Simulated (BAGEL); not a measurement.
# One shape, several levels: CH3FGeO (SMILES O=[CH][GeH2][F])

Aim: a comparison of 4 runs (HF/STO-3G, HF/3-21G, HF/def2-SVP, PBE0/def2-SVP) of CH3FGeO. 

The calculation is run with BAGEL 1.2.2.

1 further run of the same task is left out (it didn't finish).

**1. Starting point**

CH3FGeO has 7 atoms, charge 0, and is taken as a singlet. As SMILES, `O=[CH][GeH2][F]`. The Ge3–H6 distance was set to 2.717 Å, away from the relaxed value. At this shape a bond of the SMILES string is far longer than usual.

Bond lengths: O1–C2 1.192 Å, C2–Ge3 2.021 Å, Ge3–F4 1.754 Å, C2–H5 1.111 Å, Ge3–H7 1.507 Å. Angles: O1–C2–Ge3 125.4°, C2–Ge3–F4 100.1°, O1–C2–H5 121.4°, Ge3–C2–H5 113.1°, C2–Ge3–H7 118.6°, F4–Ge3–H7 103.3°.

**2. A single-point energy at HF/STO-3G (density fitting with qzvpp-jkfit) (run 1)**

calc.json reads:

```json
{ "bagel" : [

{
  "title" : "molecule",
  "basis" : "sto-3g",
  "df_basis" : "qzvpp-jkfit",
  "angstrom" : "true",
  "geometry" : [
    { "atom" : "O", "xyz" : [   -2.306097,    1.795227,   -0.750769 ] },
    { "atom" : "C", "xyz" : [   -1.663367,    0.813217,   -0.958309 ] },
    { "atom" : "Ge", "xyz" : [   -0.873717,   -0.391633,    0.458961 ] },
    { "atom" : "F", "xyz" : [   -1.056107,   -1.949303,   -0.326849 ] },
    { "atom" : "H", "xyz" : [   -1.471447,    0.454977,   -1.991829 ] },
    { "atom" : "H", "xyz" : [    1.817080,   -0.327390,    0.828400 ] },
    { "atom" : "H", "xyz" : [   -1.621967,   -0.566423,    1.755191 ] }
  ]
},
{ "title" : "hf", "charge" : 0 },
{ "title" : "print", "file" : "orbitals.molden", "orbitals" : "true" }

]}
```

Run with:

```sh
BAGEL_NUM_THREADS=1 BAGEL calc.json > calc.out
```

What it wrote:

```text
* using 1 threads per process

  ===============================================================
  ===============================================================

  *** Geometry ***

  { "atom" : "O", "xyz" : [     -4.357892,      3.392487,     -1.418748 ] },
  { "atom" : "C", "xyz" : [     -3.143308,      1.536757,     -1.810942 ] },
  { "atom" : "Ge", "xyz" : [     -1.651086,     -0.740079,      0.867311 ] },
  { "atom" : "F", "xyz" : [     -1.995753,     -3.683649,     -0.617655 ] },
  { "atom" : "H", "xyz" : [     -2.780632,      0.859782,     -3.764011 ] },
  { "atom" : "H", "xyz" : [      3.433784,     -0.618677,      1.565449 ] },
  { "atom" : "H", "xyz" : [     -3.065073,     -1.070384,      3.316830 ] },

  Number of auxiliary basis functions:      549

  Since a DF basis is specified, we compute 2- and 3-index integrals:
    o Being stored without compression. Storage requirement is 0.006 GB

  Number of basis functions:       36
  Number of electrons      :       58

    * METHOD: MOLECULE                             0.25

  *** RHF ***

  === Nuclear Repulsion ===
   262.8858793198

      * DIIS with orbital gradients will be used.

  === RHF iteration (sto-3g) ===
      0      -2262.27419098          0.02348948           0.05
      1      -2262.42586639          0.01676729           0.04
      2      -2262.52149962          0.00210170           0.05
      3      -2262.52495417          0.00088951           0.04
      4      -2262.52580579          0.00029967           0.04
      5      -2262.52589385          0.00009797           0.04
      6      -2262.52590300          0.00003464           0.04
      7      -2262.52590443          0.00001651           0.04
      8      -2262.52590487          0.00000948           0.04
      9      -2262.52590505          0.00000464           0.04
     10      -2262.52590509          0.00000230           0.04
     11      -2262.52590509          0.00000065           0.04
     12      -2262.52590510          0.00000024           0.04
     13      -2262.52590510          0.00000012           0.04
     14      -2262.52590510          0.00000005           0.04
     15      -2262.52590510          0.00000002           0.04
     16      -2262.52590510          0.00000002           0.04
     17      -2262.52590510          0.00000001           0.04
    * SCF iteration converged.

    * Permanent dipole moment:
           (   -0.014735,    -0.070305,    -0.121597) a.u.

    * METHOD: HF                                   0.93

    * METHOD: PRINT                                0.00

  ===============================================================
```

It took 1.4 s on 1 thread of Arm Neoverse V2, shared host.

**3. The energy at HF/3-21G (density fitting with qzvpp-jkfit) (run 2)**

hf.json reads:

```json
{ "bagel": [

{
  "title": "molecule",
  "basis": "3-21g",
  "df_basis": "qzvpp-jkfit",
  "angstrom": "true",
  "geometry": [
    { "atom": "O", "xyz": [   -2.306097,    1.795227,   -0.750769 ] },
    { "atom": "C", "xyz": [   -1.663367,    0.813217,   -0.958309 ] },
    { "atom": "Ge", "xyz": [   -0.873717,   -0.391633,    0.458961 ] },
    { "atom": "F", "xyz": [   -1.056107,   -1.949303,   -0.326849 ] },
    { "atom": "H", "xyz": [   -1.471447,    0.454977,   -1.991829 ] },
    { "atom": "H", "xyz": [    1.817080,   -0.327390,    0.828400 ] },
    { "atom": "H", "xyz": [   -1.621967,   -0.566423,    1.755191 ] }
  ]
},
{ "title": "hf" },
{ "title": "print", "file": "orbitals.molden", "orbitals": "true" }

]}
```

Run with:

```sh
BAGEL_NUM_THREADS=1 BAGEL hf.json > hf.out
```

What it wrote:

```text
* using 1 threads per process

  ===============================================================
  ===============================================================

  *** Geometry ***

  { "atom" : "O", "xyz" : [     -4.357892,      3.392487,     -1.418748 ] },
  { "atom" : "C", "xyz" : [     -3.143308,      1.536757,     -1.810942 ] },
  { "atom" : "Ge", "xyz" : [     -1.651086,     -0.740079,      0.867311 ] },
  { "atom" : "F", "xyz" : [     -1.995753,     -3.683649,     -0.617655 ] },
  { "atom" : "H", "xyz" : [     -2.780632,      0.859782,     -3.764011 ] },
  { "atom" : "H", "xyz" : [      3.433784,     -0.618677,      1.565449 ] },
  { "atom" : "H", "xyz" : [     -3.065073,     -1.070384,      3.316830 ] },

  Number of auxiliary basis functions:      549

  Since a DF basis is specified, we compute 2- and 3-index integrals:
    o Being stored without compression. Storage requirement is 0.013 GB

  Number of basis functions:       55
  Number of electrons      :       58

    * METHOD: MOLECULE                             0.24

  *** RHF ***

  === Nuclear Repulsion ===
   262.8858793198

      * DIIS with orbital gradients will be used.

  === RHF iteration (3-21g) ===
      0      -2277.71987700          0.02900928           0.07
      1      -2277.83106226          0.02377173           0.07
      2      -2277.94533519          0.00236793           0.07
      3      -2277.94779426          0.00128692           0.07
      4      -2277.94857512          0.00041306           0.07
      5      -2277.94874081          0.00012784           0.08
      6      -2277.94875408          0.00003445           0.07
      7      -2277.94875493          0.00000908           0.08
      8      -2277.94875500          0.00000409           0.07
      9      -2277.94875502          0.00000222           0.07
     10      -2277.94875502          0.00000137           0.08
     11      -2277.94875503          0.00000067           0.07
     12      -2277.94875503          0.00000024           0.07
     13      -2277.94875503          0.00000008           0.07
     14      -2277.94875503          0.00000003           0.07
     15      -2277.94875503          0.00000001           0.07
     16      -2277.94875503          0.00000000           0.07
    * SCF iteration converged.

    * Permanent dipole moment:
           (    0.110613,    -0.249241,    -0.144036) a.u.

    * METHOD: HF                                   1.44

    * METHOD: PRINT                                0.01

  ===============================================================
```

It took 1.9 s on 1 thread of Arm Neoverse V2, shared host; peak memory 0.099 GiB.

Run 3 isn't shown in full; the table further down has it.

**4. The energy at PBE0/def2-SVP (density fitting with qzvpp-jkfit) (run 4)**

job.json reads:

```json
{ "bagel": [

{
  "title": "molecule",
  "basis": "svp",
  "df_basis": "qzvpp-jkfit",
  "angstrom": "true",
  "geometry": [
    { "atom": "O", "xyz": [   -2.306097,    1.795227,   -0.750769 ] },
    { "atom": "C", "xyz": [   -1.663367,    0.813217,   -0.958309 ] },
    { "atom": "Ge", "xyz": [   -0.873717,   -0.391633,    0.458961 ] },
    { "atom": "F", "xyz": [   -1.056107,   -1.949303,   -0.326849 ] },
    { "atom": "H", "xyz": [   -1.471447,    0.454977,   -1.991829 ] },
    { "atom": "H", "xyz": [    1.817080,   -0.327390,    0.828400 ] },
    { "atom": "H", "xyz": [   -1.621967,   -0.566423,    1.755191 ] }
  ]
},
{
  "title": "ks",
  "xc_func": "pbe0"
},
{
  "title": "print",
  "file": "orbitals.molden",
  "orbitals": "true"
}

]}
```

Run with:

```sh
BAGEL_NUM_THREADS=1 BAGEL job.json > job.out
```

What it wrote:

```text
* using 1 threads per process

  ===============================================================
  ===============================================================

  *** Geometry ***

  { "atom" : "O", "xyz" : [     -4.357892,      3.392487,     -1.418748 ] },
  { "atom" : "C", "xyz" : [     -3.143308,      1.536757,     -1.810942 ] },
  { "atom" : "Ge", "xyz" : [     -1.651086,     -0.740079,      0.867311 ] },
  { "atom" : "F", "xyz" : [     -1.995753,     -3.683649,     -0.617655 ] },
  { "atom" : "H", "xyz" : [     -2.780632,      0.859782,     -3.764011 ] },
  { "atom" : "H", "xyz" : [      3.433784,     -0.618677,      1.565449 ] },
  { "atom" : "H", "xyz" : [     -3.065073,     -1.070384,      3.316830 ] },

  Number of auxiliary basis functions:      549

  Since a DF basis is specified, we compute 2- and 3-index integrals:
    o Being stored without compression. Storage requirement is 0.035 GB

  Number of basis functions:       89
  Number of electrons      :       58

    * METHOD: MOLECULE                             0.31

  *** Kohn-Sham DFT ***

    * Removing 11092 points whose weight is below 1.00e-10
    * Grid points: 93250

  === Nuclear Repulsion ===
   262.8858793198

       - DIIS with orbital gradients will be used.

  === KS iteration (pbe0 / svp) ===
      0      -2196.00020652          0.10637788           0.46
      1      -1817.30709759          0.22859415           0.45
      2      -2091.59039074          0.10551211           0.44
      3      -2069.60882655          0.25890420           0.45
      4      -2081.41269443          0.22840491           0.45
      5      -2083.56216822          0.22047092           0.44
      6      -2086.41176221          0.21591609           0.45
      7      -1907.22171231          0.25026028           0.45
      8      -2163.11525969          0.11283530           0.45
      9      -2141.96082639          0.18918424           0.44
     10      -2153.35244104          0.20057004           0.45
     11      -2175.10096836          0.36286635           0.44
     12      -2165.37214722          0.27131125           0.44
     13      -2140.81890331          0.18530958           0.44
     14      -2172.06795356          0.29408964           0.45
     15      -2221.46108999          0.14490215           0.45
     16      -2288.54193954          0.06151840           0.45
     17      -2285.43616567          0.09115816           0.45
     18      -2290.64519433          0.01443021           0.45
     19      -2290.63331066          0.01565566           0.45
     20      -2290.93934869          0.00326506           0.45
     21      -2290.94484611          0.00208932           0.45
     22      -2290.94828083          0.00036898           0.45
     23      -2290.94844574          0.00014499           0.45
     24      -2290.94846408          0.00006406           0.45
     25      -2290.94846627          0.00002036           0.44
     26      -2290.94846649          0.00000972           0.45
     27      -2290.94846658          0.00000300           0.45
     28      -2290.94846658          0.00000206           0.45
     29      -2290.94846658          0.00000038           0.43
     30      -2290.94846658          0.00000018           0.42
     31      -2290.94846658          0.00000013           0.43
     32      -2290.94846658          0.00000004           0.43
     33      -2290.94846658          0.00000002           0.44
     34      -2290.94846658          0.00000001           0.45
     35      -2290.94846658          0.00000001           0.47
    * SCF iteration converged.

    * Permanent dipole moment:
           (    0.315777,    -0.253757,    -0.016434) a.u.

    * METHOD: KS                                  16.48

    * METHOD: PRINT                                0.01

  ===============================================================
```

It took 17 s on 1 thread of Arm Neoverse V2, shared host; peak memory 0.43 GiB.

**5. All runs side by side**

```tsv
run	level	energy (Eh)	dipole moment (D)	HOMO energy (eV)	LUMO energy (eV)	wall time
1	HF/STO-3G (density fitting with qzvpp-jkfit)	-2262.525905	0.36	-6.21	3.02	1.4 s
2	HF/3-21G (density fitting with qzvpp-jkfit)	-2277.948755	0.78	-9.42	-0.24	1.9 s
3	HF/def2-SVP (density fitting with qzvpp-jkfit)	-2288.709724	0.94	-9.62	-0.56	3.3 s
4	PBE0/def2-SVP (density fitting with qzvpp-jkfit)	-2290.948467	1.03	-7.24	-3.53	17 s
```

**6. Outcome**

```
            quantity           value
 run 4: total energy  -2290.94847 Eh
run 4: dipole moment          1.03 D
  run 4: HOMO energy        -7.24 eV
  run 4: LUMO energy        -3.53 eV
run 4: HOMO–LUMO gap         3.71 eV
```

The dipole moment (its size) runs from 0.36 D (HF/STO-3G) to 1.03 D (PBE0/def2-SVP). The two ends differ in method and basis. The HOMO–LUMO gap runs from 3.71 eV (PBE0/def2-SVP) to 9.22 eV (HF/STO-3G). In run 1 the basis is minimal, so the values are rough. In runs 1, 2, 3, 4 a closed-shell determinant meets a far-stretched bond, which it describes badly. All runs together took 24 s, the longest 17 s.
